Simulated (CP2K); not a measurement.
Runs of CP2K 2026.2 on WF. Symmetry: R3m, No. 160, trigonal system. Conventional cell: a = 2.732 Å, b = 2.732 Å, c = 15.209 Å, α = 90.00°, β = 90.00°, γ = 120.00°. W (site symmetry 3m) has 1 F at 1.87 Å as nearest neighbours. Around F (site symmetry 3m) lie 1 W at 1.87 Å. The cell was built by a generator and needn't be a form met in nature.

```tsv
level	potentials or basis	smearing	EPS_DEFAULT	points a segment of the path (NPOINTS)	bands added on the path	CUTOFF of the grids	gap on the mesh (eV)	pressure (GPa)	largest force (eV/Å)
r2SCAN	POTENTIAL_UZH W GTH-SCAN-q14, F GTH-SCAN-q7; TZVP-MOLOPT-SCAN-GTH basis	fermi-dirac 0.05 eV	1.0E-9	10	2	1100 Ry	none	(c)	0.70
PBE	POTENTIAL_UZH W GTH-PBE-q14, F GTH-PBE-q7; TZVP-MOLOPT-PBE-GTH basis	fermi-dirac 0.0259 eV	1.0E-10	8	2	750 Ry	none	-0.7	(b)
PBE	POTENTIAL_UZH W GTH-PBE-q14, F GTH-PBE-q7; TZVP-MOLOPT-PBE-GTH basis	fermi-dirac 0.01 eV	1.0E-10	6	4	750 Ry	none	-0.8	(a)
PBEsol	POTENTIAL_UZH W GTH-PBE-q14, F GTH-PBE-q7; TZVP-MOLOPT-PBE-GTH basis	fermi-dirac 0.1 eV	1.0E-10	10	4	750 Ry	none	-5.1	0.61
LDA	GTH_POTENTIALS W GTH-PADE-q14, F GTH-PADE-q7; TZVP-MOLOPT-PBE-GTH basis	fermi-dirac 0.01 eV	1.0E-9	8	4	750 Ry	none	-20.2	2.23
```

Alike in all rows: task band structure; no spin polarisation; cell as given; k mesh 11 × 11 × 11.

**Question.** Estimate the missing entries.

**Answer.** (a) 0.27; (b) 0.26; (c) -6.2.

Caveats: spin-orbit coupling is left out, which moves the levels of the heavy elements; the basis of atomic orbitals isn't converged, which shifts pressures, moduli and gaps; an odd number of electrons without spin polarisation forces a metal; a magnetic or distorted state may lie lower; the potentials were made for another functional, which shifts forces and pressure (some runs); so large a pressure means that the cell lies far from this level's equilibrium, or that cutoff or potentials fall short (some runs).

A k mesh can miss the band edges, and the runs leave out spin-orbit coupling on W.

A gap of «none» marks a metal or a gap under the smearing width.
